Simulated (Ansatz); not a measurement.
# OTi: the cost of one run

Program: Ansatz 0.2.0. Level of theory: the levels named in each step. These are calculated values, not measurements.

### Step 1. Starting point

Bond lengths: O1–Ti2 1.632 Å.

Structure file:

```xyz
2

O     0.0000    0.0000    0.0000
Ti    0.0000    0.0000    1.6318
```

### Step 2. A rough first relaxation, PBE-D4/def2-SVP

This run stands in another session on the same molecule. It ended at:

```xyz
2

O     0.0000    0.0000    0.0222
Ti    0.0000    0.0000    1.6096
```

### Step 3. Relaxation, PBE0-D4/def2-TZVPP

The input, input.yaml:

```yaml
crystal:
  periodic: [false, false, false]
  atoms:
    - { symbol: O, position_ang: [0.0, 0.0, 0.02216317] }
    - { symbol: Ti, position_ang: [0.0, 0.0, 1.60960683] }
basis:
  gaussian: { orbitals: def2-TZVPP }
hamiltonian:
  xc: pbe0
  dispersion: d4
relax:
  f_tol: 0.002
  max_steps: 150
```

On the command line:

```console
ansatz run input.yaml --threads 2 --pin off --max-ram 5120MiB --backend cpu --events-out ev --progress --plain --runs-dir out
```

Q: Estimate wall time and peak memory on 2 threads of Arm Neoverse V1, shared host.

About 8.2 s, with a peak of 0.14 GiB.
